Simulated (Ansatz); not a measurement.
# Pt3S2: the cost of one run

Program: Ansatz 0.2.0. Level of theory: DFT PBE, scalar-relativistic, plane waves, PAW. These are calculated values, not measurements.

1 further run of the same task is left out (set aside as unsound or not needed).

### Step 1. The structure to begin with

It takes space group P-3m1 (No. 164, trigonal). The conventional cell has a = 3.993 Å, b = 3.993 Å, c = 6.212 Å, α = 90.00°, β = 90.00°, γ = 120.00°. Around Pt (site symmetry -3m) lie 6 S at 2.76 Å. Pt (site symmetry 3m) is surrounded by 4 S at 2.40 to 2.48 Å. S (site symmetry 3m) is surrounded by 7 Pt at 2.40 to 2.76 Å.

Coordinates:

```
Pt S
1.0
     3.99282    0.00000    0.00000
    -1.99641    3.45788    0.00000
     0.00000    0.00000    6.21218
Pt S
3 2
Direct
  0.00000 0.00000 0.00000
  0.33333 0.66667 0.64500
  0.66667 0.33333 0.35500
  0.33333 0.66667 0.24500
  0.66667 0.33333 0.75500
```

(A quick probe on a coarse mesh, which set the mesh and smearing, is not shown.)

### Step 3. Coarse relaxation

input.yaml reads:

```yaml
crystal:
  lattice:
    - [3.9928182475, 0.0, 0.0]
    - [-1.9964091238, 3.457882035, 0.0]
    - [0.0, 0.0, 6.2121766135]
  atoms:
    - { symbol: Pt, position: [0.0, 0.0, 0.0] }
    - { symbol: Pt, position: [0.3333333333, 0.6666666667, 0.645] }
    - { symbol: Pt, position: [0.6666666667, 0.3333333333, 0.355] }
    - { symbol: S, position: [0.3333333333, 0.6666666667, 0.245] }
    - { symbol: S, position: [0.6666666667, 0.3333333333, 0.755] }
basis:
  ecutwfc: 420
kpoints:
  mp_grid: { grid: [6, 6, 4] }
hamiltonian:
  xc: pbe
scf:
  occupations: { method: gaussian, width: 0.1 }
  lower_state_search: "off"
output:
  forces: true
  stress: true
  eigenvalues: true
relax:
  adjacent_minimum: "off"
  f_tol: 0.04
  max_steps: 70
  cell: { stress_tol: 0.4 }
```

On the command line:

```
ansatz run input.yaml --threads 1 --pin off --max-ram 2560MiB --backend cpu --events-out ev --progress --plain --runs-dir out
```

What time and memory should one allow on 1 thread of Intel Xeon 6975P-C (Granite Rapids), shared host?

About 28 s, with a peak of 0.45 GiB.
